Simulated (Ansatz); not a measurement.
# C₂H₃ClOTe: up Jacob's ladder to CCSD(T)

The task here is to estimate one member of a computed series from the others.

Computed with Ansatz 0.2.0, Gaussian basis. Level: functionals in def2-TZVPP, the program's frozen cores in correlated methods.

The runs, in order: LDA (SPW92), PBE-D4, revPBE-D4, BLYP-D4, r2SCAN-D4, B97M-V, PBE0-D4, B3LYP-D4, r2SCANh-D4, r2SCAN0-D4, HSE06-D4, BHLYP-D4, CAM-B3LYP-D4, LC-ωPBE, ωB97X-V, ωB97M-V, B2PLYP, PBE-QIDH; CCSD(T)/def2-SVP; CCSD(T)/def2-TZVPP; MP2/def2-QZVPP; extrapolation to the limit; RPA on PBE.

## The relaxed structure

All runs share one geometry, relaxed beforehand with PBE0-D4 in a triple-zeta def2 set. Te takes the def2 core potential; no spin-orbit term is included.

SMILES `ClC1([TeH])CO1`, 8 atoms, charge 0, spin multiplicity 1.

Atoms are counted from 1 here; the program's logs count them from 0.

Bond lengths: Cl1–C2 1.761 Å, C2–Te3 2.138 Å, C2–C4 1.459 Å, C2–O5 1.383 Å, Te3–H6 1.656 Å, C4–O5 1.428 Å, C4–H7 1.087 Å, C4–H8 1.085 Å. Angles: Cl1–C2–Te3 114.6°, Cl1–C2–C4 118.4°, Cl1–C2–O5 114.7°, Te3–C2–C4 119.4°, Te3–C2–O5 118.7°, C4–C2–O5 60.3°, C2–Te3–H6 92.1°, C2–C4–O5 57.2°, C2–C4–H7 120.0°, C2–C4–H8 118.3°, O5–C4–H7 115.2°, O5–C4–H8 115.1°, H7–C4–H8 116.9°, C2–O5–C4 62.5°.

Coordinates:

```xyz
8
charge 0, multiplicity 1
Cl   -1.3308   -0.0598    1.5431
C    -0.1334    0.0591    0.2576
Te    1.8856    0.2513    0.9346
C    -0.4030   -0.6185   -1.0064
O    -0.5374    0.7936   -0.8421
H     1.5273    1.6126    1.8074
H     0.4215   -0.9349   -1.6403
H    -1.3376   -1.1607   -1.1096
```

The first run:

in.yaml reads:

```yaml
crystal:
  periodic: [false, false, false]
  atoms:
    - {symbol: Cl, position_ang: [-1.330782, -0.059752, 1.543084]}
    - {symbol: C, position_ang: [-0.133352, 0.059093, 0.257599]}
    - {symbol: Te, position_ang: [1.885559, 0.251320, 0.934573]}
    - {symbol: C, position_ang: [-0.402993, -0.618503, -1.006396]}
    - {symbol: O, position_ang: [-0.537434, 0.793609, -0.842097]}
    - {symbol: H, position_ang: [1.527268, 1.612594, 1.807368]}
    - {symbol: H, position_ang: [0.421470, -0.934869, -1.640310]}
    - {symbol: H, position_ang: [-1.337634, -1.160692, -1.109620]}
basis:
  gaussian: {orbitals: def2-TZVPP}
hamiltonian: {xc: lda}
output: {orbitals: {seedname: orbitals}}
```

Command:

```console
ansatz run in.yaml --threads 4 --pin off --events-out ev --progress --plain --max-ram 10444MiB
```

Among the steps run: LDA; PBE-D4 (GGA); revPBE-D4 (GGA); BLYP-D4 (GGA); r2SCAN-D4 (meta-GGA); B97M-V (meta-GGA); B3LYP-D4 (hybrid); r2SCANh-D4 (hybrid); r2SCAN0-D4 (hybrid); HSE06-D4 (hybrid); BHLYP-D4 (hybrid); CAM-B3LYP-D4 (range-separated); LC-ωPBE (range-separated); ωB97X-V (range-separated); ωB97M-V (range-separated); B2PLYP (double hybrid); PBE-QIDH (double hybrid).

One table of the session follows, with a row left open; its other results are not shown here.

It belongs to the step «Orbital energies across the functionals». 

```
  functional  HOMO (eV)  gap (eV)
 LDA (SPW92)      -5.66      3.28
      PBE-D4      -5.50      3.30
   revPBE-D4      -5.44      3.33
     BLYP-D4      -5.33      3.23
   r2SCAN-D4      -5.76      3.69
      B97M-V      -5.77      3.71
     PBE0-D4      -6.59      5.21
    B3LYP-D4      -6.37      4.76
  r2SCANh-D4      -6.16      4.40
  r2SCAN0-D4      -6.76      5.45
    HSE06-D4      -6.20      4.45
    BHLYP-D4      -7.52      7.01
CAM-B3LYP-D4      -7.85      7.50
     LC-ωPBE      -9.18      9.98
     ωB97X-V      -8.85      9.51
     ωB97M-V          ?         ?
```

Estimate the missing values for ωB97M-V.

**Answer.** HOMO (eV): -8.73; gap (eV): 9.24. In the column «HOMO (eV)» it lies between ωB97X-V (-8.85) and CAM-B3LYP-D4 (-7.85).
